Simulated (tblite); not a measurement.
# CH7FGeNSi: the cost of one run

Computed with tblite 0.8.0 and PySCF 2.14.0; each step states its level. No surroundings beyond the atoms listed, unless a continuum is named. Atoms count from 0, parts from 1.

### Step 1. Starting point

12 atoms, charge 0, multiplicity 2; geometry: distance geometry start.

### Step 2. Relaxing the cluster with GFN2-xTB

Job settings and geometry (Å):

```
{"job": {"kind": "relax", "xc": "GFN2-xTB", "basis": "xTB"}, "charge": 0, "multiplicity": 2}
Ge    -1.206579     0.365825    -0.974865
N      0.300830     0.853813     0.093431
Si     1.738844    -0.217861     0.012014
C     -0.785654    -0.763701    -2.468506
F     -2.683033     0.015242    -0.112828
H      0.511741     1.865726     0.160488
H      2.386992    -0.234540     1.293711
H      2.646381     0.242008    -0.980417
H      1.327101    -1.541068    -0.303323
H     -1.085332    -1.753193    -2.283077
H     -1.329195    -0.445571    -3.317947
H      0.225519    -0.737521    -2.660471
```

Method: GFN2-xTB geometry optimisation, gas phase.

Launch:

```
OMP_NUM_THREADS=1 python cluster_run.py task.json out
```

One launch serves the whole session: the jobs run in the order shown.

Q: Estimate the wall time of this first job on 1 thread of Arm Neoverse V1, shared host.

About 3.9 s.
